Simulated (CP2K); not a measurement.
NiMoIrPdW:

```
Ni Mo Pd Ir W
1.0
     2.76616    0.00000    0.00000
    -1.38308    2.39557    0.00000
     0.00000    0.00000   11.02292
Ni Mo Pd Ir W
1 1 1 1 1
Direct
  0.33333 0.66667 0.59712
  0.00000 0.00000 0.41074
  0.66667 0.33333 0.79520
  0.66667 0.33333 0.19960
  0.33333 0.66667 0.99734
```

The cell was built by a generator and needn't be a form met in nature.

Base run:

* Program: CP2K 2026.2
* Functional: PBE
* Potentials or basis: GTH_POTENTIALS Ni GTH-PBE-q18, Pd GTH-PBE-q18, Ir GTH-PBE-q17, W GTH-PBE-q14; POTENTIAL_UZH Mo GTH-PBE-q14; TZVP-MOLOPT-SR-GTH, TZVP-MOLOPT-PBE-GTH basis
* Density cutoff: 8163 eV
* k mesh: 11 × 11 × 3
* Occupations: fermi-dirac, width 0.01 eV
* Spin: collinear spin, ferromagnetic start
* Starting moments: [1.0, 1.0, 0.0, 0.6, 0.0] μB

Its results: band gap on the k mesh none (metal or under the smearing width); pressure -0.3 GPa; net moment 0.19 μB per cell; largest force 0.277 eV/Å.

Problem. The run is repeated on the same cell with these changes: occupations from fermi-dirac, width 0.01 eV to fermi-dirac, width 0.05 eV; eps_default from 1.0E-10 to 1.0E-9. What comes out?

Solution. Band gap on the k mesh none (metal or under the smearing width); pressure -0.2 GPa; net moment 0.00 μB per cell; largest force 0.263 eV/Å.

Caveats: the basis of atomic orbitals isn't converged, which shifts pressures, moduli and gaps.

Not every run made on this cell is shown here.
